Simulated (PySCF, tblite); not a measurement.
# C₆H₇F: dynamics, then NMR shifts on frames, part 2 of 2

tblite 0.8.0 and PySCF 2.14.0. Atoms count from 0.

## Step 5: Nuclear shieldings: 625 fs, PBE0/pcSseg-1

The job: settings as JSON, then the geometry in Å.

```
{"job": {"kind": "nmr", "xc": "PBE0", "basis": "pcSseg-1", "pop": false}, "charge": 0, "multiplicity": 1}
C      2.487900    -1.285100    -0.472000
C      2.005300    -0.700400     0.496400
C      1.113300    -0.336800     1.604800
C     -0.024700    -1.372400     1.649000
C     -0.890100    -0.224900     0.882400
C      0.178400     0.806200     1.213200
F      0.756900     1.637000     0.284300
H      2.909400    -1.667900    -1.330200
H      1.801200    -0.237500     2.458700
H     -0.527100    -1.585400     2.588100
H      0.166000    -2.146000     0.918400
H     -1.935900     0.087900     1.221900
H     -1.081600    -0.448300    -0.236900
H     -0.070300     1.585100     2.006200
```

With the program's defaults for keys left out, this is: GIAO PBE0/pcSseg-1 NMR shielding, non-relativistic, gas phase.

Standard output:

```text
coarse grid: 11944 points
cycle   1  E = -332.0363613875  dE =  8.549e-01  |g| = 5.328e-01  |ddm| = 3.386e+00
cycle   2  E = -332.0102170505  dE =  2.614e-02  |g| = 7.036e-01  |ddm| = 1.220e+00
cycle   3  E = -332.0905071240  dE = -8.029e-02  |g| = 9.924e-02  |ddm| = 6.922e-01
cycle   4  E = -332.0918767370  dE = -1.370e-03  |g| = 6.009e-02  |ddm| = 1.282e-01
cycle   5  E = -332.0926587774  dE = -7.820e-04  |g| = 2.219e-02  |ddm| = 5.116e-02
cycle   6  E = -332.0927699989  dE = -1.112e-04  |g| = 4.241e-03  |ddm| = 1.912e-02
cycle   7  E = -332.0927740623  dE = -4.063e-06  |g| = 1.029e-03  |ddm| = 4.160e-03
final grid: 116456 points
cycle   8  E = -332.1441905476  dE = -3.226e-05  |g| = 7.701e-03  |ddm| = 3.323e-02
cycle   9  E = -332.1441774876  dE =  1.306e-05  |g| = 1.125e-02  |ddm| = 1.657e-02
cycle  10  E = -332.1442041954  dE = -2.671e-05  |g| = 1.593e-03  |ddm| = 9.616e-03
cycle  11  E = -332.1442046747  dE = -4.793e-07  |g| = 6.310e-04  |ddm| = 1.458e-03
cycle  12  E = -332.1442047691  dE = -9.445e-08  |g| = 1.777e-04  |ddm| = 5.503e-04
cycle  13  E = -332.1442047753  dE = -6.115e-09  |g| = 3.003e-05  |ddm| = 1.516e-04
cycle  14  E = -332.1442047754  dE = -1.718e-10  |g| = 9.124e-06  |ddm| = 3.535e-05
converged SCF energy = -332.1442047754

GIAO shielding tensors (ppm)
atom      isotropic    diamagn.    paramagn.     s11        s22        s33       span
  0 C      101.092     259.684    -158.592     27.916     36.090    239.270    211.354
  1 C       86.453     264.880    -178.427    -31.194     -3.583    294.138    325.332
  2 C      147.810     257.174    -109.364    130.433    144.284    168.714     38.281
  3 C      158.752     253.209     -94.457    128.793    169.432    178.031     49.238
  4 C      143.414     249.207    -105.794    117.084    135.040    178.117     61.032
  5 C       95.423     234.068    -138.645     57.209     85.113    143.948     86.739
  6 F      348.573     476.079    -127.506    285.691    368.084    391.944    106.254
  7 H       30.323      33.895      -3.572     25.164     25.500     40.305     15.141
  8 H       28.201      27.964       0.237     23.447     27.337     33.820     10.373
  9 H       29.166      29.601      -0.435     25.381     27.102     35.015      9.634
 10 H       29.095      30.036      -0.941     25.384     28.275     33.625      8.242
 11 H       27.852      28.607      -0.756     24.494     25.507     33.554      9.061
 12 H       26.883      29.109      -2.226     24.044     25.492     31.112      7.067
 13 H       25.496      28.180      -2.684     20.521     26.355     29.613      9.092
```

Wall time 44 s (1 thread of AMD EPYC, shared host); peak memory 0.74 GiB.

In short: δ C1 100.5, C5 91.5, C0 85.8, C4 43.5, H13 6.22, H12 4.83 ppm.

## Step 6: Shielding tensors: 800 fs, PBE0/pcSseg-1

The job: settings as JSON, then the geometry in Å.

```
{"job": {"kind": "nmr", "xc": "PBE0", "basis": "pcSseg-1", "pop": false}, "charge": 0, "multiplicity": 1}
C      2.783300    -1.350800    -0.074200
C      2.189200    -1.147600     0.944600
C      1.258100    -0.508400     1.773400
C     -0.138500    -1.096400     2.015900
C     -0.853000     0.123200     1.314700
C      0.540200     0.884500     1.385900
F      1.071600     1.436700     0.304100
H      3.192200    -1.621100    -0.949600
H      1.680700    -0.329900     2.791600
H     -0.175800    -1.423600     3.068700
H     -0.384900    -2.045100     1.493300
H     -1.708900     0.448000     1.981800
H     -1.094700    -0.287900     0.374000
H      0.617600     1.493300     2.332600
```

With the program's defaults for keys left out, this is: GIAO PBE0/pcSseg-1 NMR shielding, non-relativistic, gas phase.

Standard output:

```text
coarse grid: 11944 points
cycle   1  E = -332.0175747847  dE =  9.918e-01  |g| = 5.498e-01  |ddm| = 3.471e+00
cycle   2  E = -331.9949299365  dE =  2.264e-02  |g| = 6.861e-01  |ddm| = 1.185e+00
cycle   3  E = -332.0793037009  dE = -8.437e-02  |g| = 9.180e-02  |ddm| = 6.445e-01
cycle   4  E = -332.0805119831  dE = -1.208e-03  |g| = 4.962e-02  |ddm| = 1.113e-01
cycle   5  E = -332.0810143043  dE = -5.023e-04  |g| = 2.089e-02  |ddm| = 4.741e-02
cycle   6  E = -332.0811152320  dE = -1.009e-04  |g| = 3.969e-03  |ddm| = 1.722e-02
cycle   7  E = -332.0811187001  dE = -3.468e-06  |g| = 1.057e-03  |ddm| = 3.853e-03
final grid: 116456 points
cycle   8  E = -332.1321688846  dE = -2.994e-05  |g| = 7.146e-03  |ddm| = 3.212e-02
cycle   9  E = -332.1321609281  dE =  7.957e-06  |g| = 9.482e-03  |ddm| = 1.401e-02
cycle  10  E = -332.1321812454  dE = -2.032e-05  |g| = 1.357e-03  |ddm| = 7.897e-03
cycle  11  E = -332.1321815803  dE = -3.349e-07  |g| = 5.119e-04  |ddm| = 1.315e-03
cycle  12  E = -332.1321816407  dE = -6.035e-08  |g| = 1.565e-04  |ddm| = 4.771e-04
cycle  13  E = -332.1321816458  dE = -5.077e-09  |g| = 3.048e-05  |ddm| = 1.535e-04
cycle  14  E = -332.1321816459  dE = -1.633e-10  |g| = 8.264e-06  |ddm| = 3.065e-05
converged SCF energy = -332.1321816459

GIAO shielding tensors (ppm)
atom      isotropic    diamagn.    paramagn.     s11        s22        s33       span
  0 C       92.767     258.583    -165.816     10.279     37.067    230.955    220.677
  1 C      100.021     265.769    -165.748    -15.275     19.120    296.218    311.493
  2 C      151.820     258.110    -106.290    127.327    149.566    178.568     51.241
  3 C      162.553     251.013     -88.459    139.471    152.672    195.517     56.046
  4 C      149.911     243.940     -94.028    125.069    144.710    179.954     54.885
  5 C       96.007     236.053    -140.046     71.046     85.185    131.791     60.745
  6 F      374.694     475.198    -100.504    309.331    387.944    426.807    117.477
  7 H       30.841      34.725      -3.883     25.545     26.332     40.647     15.103
  8 H       28.099      28.732      -0.633     23.550     27.983     32.764      9.213
  9 H       29.049      29.701      -0.652     24.915     27.499     34.733      9.818
 10 H       29.437      30.386      -0.949     26.789     27.168     34.353      7.564
 11 H       27.704      27.114       0.590     23.659     25.615     33.837     10.178
 12 H       28.935      30.729      -1.794     25.377     28.457     32.972      7.595
 13 H       25.738      27.847      -2.109     22.762     26.011     28.441      5.679
```

It took 49 s on 1 thread of AMD EPYC, shared host; peak memory 0.75 GiB.

Key values: δ C0 94.2, C5 90.9, C1 86.9, C4 37.0, H13 5.98, H11 4.01 ppm.

## Step 7: Shielding tensors: 1000 fs, PBE0/pcSseg-1

The job: settings as JSON, then the geometry in Å.

```
{"job": {"kind": "nmr", "xc": "PBE0", "basis": "pcSseg-1", "pop": false}, "charge": 0, "multiplicity": 1}
C      3.054700    -1.513600     0.495300
C      2.079000    -1.065500     1.041500
C      1.320400    -0.281900     1.907200
C     -0.015600    -0.956100     2.221600
C     -0.748300    -0.228500     1.218700
C      0.359700     0.769000     1.293700
F      0.575000     1.235400     0.017400
H      3.686500    -2.174500     0.053400
H      1.878100     0.251200     2.673600
H     -0.401100    -0.779100     3.365800
H     -0.169700    -2.007200     2.101500
H     -1.850900    -0.015000     1.558900
H     -0.904400    -0.595600     0.186800
H      0.193600     1.651000     2.015700
```

With the program's defaults for keys left out, this is: GIAO PBE0/pcSseg-1 NMR shielding, non-relativistic, gas phase.

Standard output:

```text
coarse grid: 11944 points
cycle   1  E = -332.0075163903  dE =  1.185e+00  |g| = 5.710e-01  |ddm| = 3.478e+00
cycle   2  E = -331.9787790519  dE =  2.874e-02  |g| = 7.388e-01  |ddm| = 1.285e+00
cycle   3  E = -332.0731736121  dE = -9.439e-02  |g| = 9.467e-02  |ddm| = 7.139e-01
cycle   4  E = -332.0744050463  dE = -1.231e-03  |g| = 5.325e-02  |ddm| = 1.244e-01
cycle   5  E = -332.0749722208  dE = -5.672e-04  |g| = 2.216e-02  |ddm| = 5.227e-02
cycle   6  E = -332.0750846105  dE = -1.124e-04  |g| = 4.892e-03  |ddm| = 1.860e-02
cycle   7  E = -332.0750899888  dE = -5.378e-06  |g| = 1.094e-03  |ddm| = 4.559e-03
final grid: 116456 points
cycle   8  E = -332.1246301321  dE = -3.500e-05  |g| = 7.628e-03  |ddm| = 3.661e-02
cycle   9  E = -332.1246151796  dE =  1.495e-05  |g| = 1.153e-02  |ddm| = 1.670e-02
cycle  10  E = -332.1246431735  dE = -2.799e-05  |g| = 1.808e-03  |ddm| = 1.013e-02
cycle  11  E = -332.1246438759  dE = -7.024e-07  |g| = 5.882e-04  |ddm| = 1.600e-03
cycle  12  E = -332.1246439570  dE = -8.116e-08  |g| = 1.607e-04  |ddm| = 5.109e-04
cycle  13  E = -332.1246439619  dE = -4.853e-09  |g| = 3.179e-05  |ddm| = 1.507e-04
cycle  14  E = -332.1246439621  dE = -1.871e-10  |g| = 9.054e-06  |ddm| = 4.029e-05
converged SCF energy = -332.1246439621

GIAO shielding tensors (ppm)
atom      isotropic    diamagn.    paramagn.     s11        s22        s33       span
  0 C       98.157     261.813    -163.656     16.458     37.647    240.367    223.909
  1 C       97.814     254.993    -157.180    -12.638      9.215    296.865    309.503
  2 C      156.116     259.549    -103.433    134.294    159.020    175.034     40.740
  3 C      160.507     249.853     -89.347    140.362    149.401    191.756     51.394
  4 C      152.913     244.196     -91.282    128.826    157.841    172.072     43.246
  5 C       92.067     238.327    -146.260     61.936     80.329    133.937     72.000
  6 F      330.570     477.250    -146.679    263.161    340.790    387.760    124.599
  7 H       30.744      33.544      -2.800     25.450     26.052     40.729     15.280
  8 H       28.194      30.809      -2.615     22.686     28.210     33.686     11.000
  9 H       27.064      26.196       0.868     23.446     24.549     33.196      9.750
 10 H       29.416      28.185       1.231     26.375     27.014     34.859      8.484
 11 H       27.666      27.411       0.255     23.249     25.996     33.753     10.504
 12 H       28.773      28.635       0.139     25.798     27.879     32.643      6.844
 13 H       25.548      28.590      -3.043     22.364     25.478     28.801      6.436
```

Wall time 46 s (1 thread of AMD EPYC, shared host); peak memory 0.74 GiB.

In short: δ C5 94.9, C1 89.1, C0 88.8, C4 34.0, H13 6.17, H9 4.65 ppm.

## Step 8: Side by side: NMR shifts

Shifts (ppm) of some atoms, chosen among heavy atoms and hydrogens apart, with basis size and wall time:

| frame | C1 | C0 | C2 | C4 | H12 | H9 | F6 | functions | time |
| --- | --- | --- | --- | --- | --- | --- | --- | --- | --- |
| 250 fs | 90.6 | 81.9 | 44.5 | 26.9 | 3.11 | 1.88 | -178.8 | 154 | 49 s |
| 425 fs | 91.3 | 85.2 | 31.1 | 35.4 | 3.62 | 1.66 | -167.0 | 154 | 45 s |
| 625 fs | 100.5 | 85.8 | 39.1 | 43.5 | 4.83 | 2.55 | -177.6 | 154 | 44 s |
| 800 fs | 86.9 | 94.2 | 35.1 | 37.0 | 2.78 | 2.67 | -203.7 | 154 | 49 s |
| 1000 fs | 89.1 | 88.8 | 30.8 | 34.0 | 2.94 | 4.65 | -159.6 | 154 | 46 s |

## Step 9: Results

The summary covers parts 1 to 2.

| quantity | value |
| --- | --- |
| thermostat | 600 K |
| mean temperature, second half | 594 K |
| mean potential energy above the minimum | 0.95 eV |
| 13C shifts against TMS (PBE0/pcSseg-1, 250 fs) | 90.6, 90.1, 81.9, 44.5, 26.9, 26.0 ppm |
| 1H shifts against TMS (PBE0/pcSseg-1, 250 fs) | 5.21, 3.35, 3.20, 3.11, 3.03, 2.05, 1.88 ppm |
| 19F shifts against CFCl3 (PBE0/pcSseg-1, 250 fs) | -178.8 ppm |
| range of the shift of F6 | -203.7 to -159.6 ppm |

What this shows: In the second half the potential energy averages 0.95 eV above the minimum; equipartition over 36 harmonic modes at 600 K would give 0.93 eV. With 14 atoms the temperature swings widely (332 to 873 K). Shifts at one fixed geometry are not the observed spectrum, which averages over the motion. In the first frame run (250 fs): Shielding is most anisotropic at C1 (span 308 ppm, paramagnetic term -163 ppm). In ppm, F6 moves most: its shift spreads over 44.1 ppm, from -203.7 (800 fs) to -159.6 (1000 fs).
